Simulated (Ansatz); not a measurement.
# F2GeH2O: the cost of one run

Method: RKS PBE0/def2-SVP, in Ansatz 0.2.0.

1 further run of the same task is left out (it didn't finish).

## Step 1: The structure to begin with

Bond lengths: Ge1–O2 1.770 Å, O2–H3 1.010 Å, Ge1–F4 1.680 Å, Ge1–H5 1.549 Å, Ge1–F6 1.679 Å. Angles: Ge1–O2–H3 109.5°, O2–Ge1–F4 109.4°, O2–Ge1–H5 109.5°, O2–Ge1–F6 109.5°, F4–Ge1–H5 109.5°, F4–Ge1–F6 109.5°, H5–Ge1–F6 109.5°.

Coordinates:

```xyz
6

Ge    0.0000    0.0000    0.0000
O     0.0000    0.0000    1.7700
H    -0.9095   -0.2814    2.1071
F     1.5842    0.0000   -0.5594
H    -0.7300    1.2648   -0.5162
F    -0.7913   -1.3709   -0.5594
```

## Step 2: Preparing the start

input.yaml reads:

```yaml
crystal:
  periodic: [false, false, false]
  atoms:
    - { symbol: Ge, position_ang: [0.0, 0.0, 0.0] }
    - { symbol: O, position_ang: [0.0, 0.0, 1.77] }
    - { symbol: H, position_ang: [-0.9095, -0.2814, 2.1071] }
    - { symbol: F, position_ang: [1.5842, 0.0, -0.5594] }
    - { symbol: H, position_ang: [-0.73, 1.2648, -0.5162] }
    - { symbol: F, position_ang: [-0.7913, -1.3709, -0.5594] }
basis:
  gaussian: { orbitals: def2-SVP }
hamiltonian:
  xc: pbe0
relax:
  f_tol: 0.02
  max_steps: 40
output:
  orbitals: {}
```

On the command line:

```sh
$ ansatz run input.yaml --threads 2 --pin off --max-ram 3072MiB --backend cpu --events-out ev --progress --plain --runs-dir out
```

What time and memory should one allow on 2 threads of AMD EPYC 7R43 (Zen 3), shared host?

About 29 s, with a peak of 0.18 GiB.
